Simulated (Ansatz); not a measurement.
# B2W: properties at the relaxed cell

The task here is to estimate one member of a computed series from the others.

Method: DFT PBEsol, scalar-relativistic, plane waves, PAW, in Ansatz 0.2.0.

2 further runs of the same task are left out: 2 set aside as unsound or not needed. Runs told in other sessions of the task aren't counted.

## The starting structure

The structure is hexagonal, space group P6/mmm (No. 191). The conventional cell has a = 3.010 Å, b = 3.010 Å, c = 3.317 Å, α = 90.00°, β = 90.00°, γ = 120.00°. Around B (site symmetry -6m2) lie 3 B at 1.74 Å and 6 W at 2.40 Å. W (site symmetry 6/mmm) is surrounded by 12 B at 2.40 Å.

Structure file:

```cif
data_structure
_symmetry_space_group_name_H-M 'P6/mmm'
_symmetry_Int_Tables_number 191
_cell_length_a 3.0099
_cell_length_b 3.0099
_cell_length_c 3.3170
_cell_angle_alpha 90.000
_cell_angle_beta 90.000
_cell_angle_gamma 120.000
_cell_volume 26.02
loop_
_atom_site_label
_atom_site_type_symbol
_atom_site_symmetry_multiplicity
_atom_site_Wyckoff_symbol
_atom_site_fract_x
_atom_site_fract_y
_atom_site_fract_z
_atom_site_occupancy
B1 B 2 d 0.33333 0.66667 0.50000 1
W1 W 1 a 0.00000 0.00000 0.00000 1
```

This cell was relaxed beforehand with the same method: volume 8.67 Å³/atom, gap on the mesh none (metal).

The first run:

File input.yaml:

```yaml
crystal:
  lattice:
    - [2.979455145, 0.0, 0.0]
    - [-1.4897275725, 2.580283845, 0.0]
    - [0.0, 0.0, 3.2835177455]
  atoms:
    - { symbol: B, position: [0.3333333333, 0.6666666667, 0.5] }
    - { symbol: B, position: [0.6666666667, 0.3333333333, 0.5] }
    - { symbol: W, position: [0.0, 0.0, 0.0] }
basis:
  ecutwfc: 420
kpoints:
  mp_grid: { grid: [18, 18, 12] }
hamiltonian:
  xc: pbesol
scf:
  occupations: { method: gaussian, width: 0.1 }
output:
  forces: true
  stress: true
  eigenvalues: true
relax:
  adjacent_minimum: "off"
  f_tol: 0.01
  max_steps: 30
  cell: { stress_tol: 0.1, fix: [volume] }
```

Command:

```sh
ansatz run input.yaml --threads 1 --pin off --max-ram 2560MiB --backend cpu --events-out ev --progress --plain --runs-dir out
```

Among the steps run: Point at V/V0 = 0.97; Point at V/V0 = 1.03; Point at V/V0 = 0.94; Volume × 1.06; The cell scaled to 0.91 of its volume; Point at V/V0 = 1.10; The cell scaled to 0.88 of its volume.

One of the session's tables, all rows but one given; the rest of the session is left out.

It belongs to the step «Fit of the equation of state». 

| volume (Å³/atom) | energy above the lowest point (meV/atom) | pressure (GPa) |
| --- | --- | --- |
| 7.634 | 163.4 | 56.11 |
| 7.894 | 86.8 | 38.65 |
| 8.154 | ? | ? |
| 8.414 | 8.7 | 10.97 |
| 8.675 | 0.0 | 0.01 |
| 8.935 | 7.9 | -9.39 |
| 9.195 | 29.9 | -17.44 |
| 9.542 | 77.8 | -26.38 |

**Question.** Estimate the row for volume (Å³/atom) = 8.154.

Worked estimate for «energy above the lowest point (meV/atom)». A straight line through the neighbours (7.894, 86.8) and (8.414, 8.7) gives 86.8 + (8.7 − 86.8) × (8.154 − 7.894) / (8.414 − 7.894) = 47.8; a parabola fitted to 4 rows on both sides gives 36.4.

The run gave: energy above the lowest point (meV/atom): 36.5; pressure (GPa): 23.74. In «energy above the lowest point (meV/atom)» the line misses by +11.3 and the parabola by -0.1.
